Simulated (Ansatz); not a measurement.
**Cl₂FGeI: a ladder of functionals and wavefunction methods**

One table from this session's results is given with a row withheld; the runs are named, their logs left out.

Program: Ansatz 0.2.0, Gaussian basis. Level of theory: functionals in def2-TZVPP, the program's frozen cores in correlated methods. These are calculated values, not measurements.

Levels to be run: LDA (SPW92), PBE-D4, revPBE-D4, BLYP-D4, r2SCAN-D4, B97M-V, PBE0-D4, B3LYP-D4, r2SCANh-D4, r2SCAN0-D4, HSE06-D4, BHLYP-D4, CAM-B3LYP-D4, LC-ωPBE, ωB97X-V, ωB97M-V, B2PLYP, PBE-QIDH; CCSD(T)/def2-SVP; CCSD(T)/def2-TZVPP; MP2/def2-QZVPP; extrapolation to the limit; RPA on PBE.

**The relaxed structure**

An earlier PBE0-D4 in a triple-zeta def2 set relaxation fixed the geometry. I takes the def2 core potential; no spin-orbit term is included.

5 atoms, charge 0, spin multiplicity 1.

Atoms are counted from 1 here; the program's logs count them from 0.

Bond lengths: F1–Ge2 1.717 Å, Ge2–Cl3 2.116 Å, Ge2–Cl4 2.116 Å, Ge2–I5 2.466 Å. Angles: F1–Ge2–Cl3 106.6°, F1–Ge2–Cl4 106.6°, F1–Ge2–I5 108.6°, Cl3–Ge2–Cl4 109.9°, Cl3–Ge2–I5 112.4°, Cl4–Ge2–I5 112.4°.

As a file:

```xyz
5
charge 0, multiplicity 1
F    -0.39574   -0.05001    1.71687
Ge   -0.00663   -0.06008    0.04476
Cl    1.71624   -1.26967   -0.16706
Cl   -1.64380   -0.95714   -0.95085
I     0.37973    2.26320   -0.68514
```

The first run:

File in.yaml:

```yaml
crystal:
  periodic: [false, false, false]
  atoms:
    - {symbol: F, position_ang: [-0.395740, -0.050008, 1.716875]}
    - {symbol: Ge, position_ang: [-0.006633, -0.060081, 0.044763]}
    - {symbol: Cl, position_ang: [1.716243, -1.269672, -0.167055]}
    - {symbol: Cl, position_ang: [-1.643804, -0.957139, -0.950848]}
    - {symbol: I, position_ang: [0.379733, 2.263200, -0.685136]}
basis:
  gaussian: {orbitals: def2-TZVPP}
hamiltonian: {xc: lda}
output: {orbitals: {seedname: orbitals}}
```

The run is started by

```
$ ansatz run in.yaml --threads 2 --pin off --events-out ev --progress --plain --max-ram 22528MiB --backend cpu
```

Steps of the session up to this table: LDA; PBE-D4 (GGA); revPBE-D4 (GGA); BLYP-D4 (GGA); r2SCAN-D4 (meta-GGA); B97M-V (meta-GGA); B3LYP-D4 (hybrid); r2SCANh-D4 (hybrid); r2SCAN0-D4 (hybrid); HSE06-D4 (hybrid); BHLYP-D4 (hybrid); CAM-B3LYP-D4 (range-separated); LC-ωPBE (range-separated); ωB97X-V (range-separated); ωB97M-V (range-separated); B2PLYP (double hybrid); PBE-QIDH (double hybrid).

One of the session's tables, all rows but one given; the rest of the session is left out.

It belongs to the step «Orbital energies across the functionals». 

| functional | HOMO (eV) | LUMO (eV) | gap (eV) |
| --- | --- | --- | --- |
| LDA (SPW92) | -7.52 | -3.73 | 3.79 |
| PBE-D4 | -7.34 | -3.42 | 3.92 |
| revPBE-D4 | -7.28 | -3.31 | 3.97 |
| BLYP-D4 | -7.15 | -3.36 | 3.79 |
| r2SCAN-D4 | -7.68 | -3.25 | 4.43 |
| B97M-V | -7.67 | -3.09 | 4.58 |
| PBE0-D4 | ? | ? | ? |
| B3LYP-D4 | -8.28 | -2.84 | 5.44 |
| r2SCANh-D4 | -8.12 | -2.93 | 5.18 |
| r2SCAN0-D4 | -8.77 | -2.45 | 6.31 |
| HSE06-D4 | -8.16 | -2.92 | 5.24 |
| BHLYP-D4 | -9.56 | -1.60 | 7.96 |
| CAM-B3LYP-D4 | -9.81 | -1.56 | 8.25 |
| LC-ωPBE | -11.19 | -0.37 | 10.82 |
| ωB97X-V | -10.83 | -0.44 | 10.40 |
| ωB97M-V | -10.69 | -0.57 | 10.12 |

**Question.** Estimate the row for PBE0-D4.

As computed: HOMO (eV): -8.55; LUMO (eV): -2.55; gap (eV): 6.00. In the column «HOMO (eV)» it lies between r2SCAN0-D4 (-8.77) and B3LYP-D4 (-8.28).
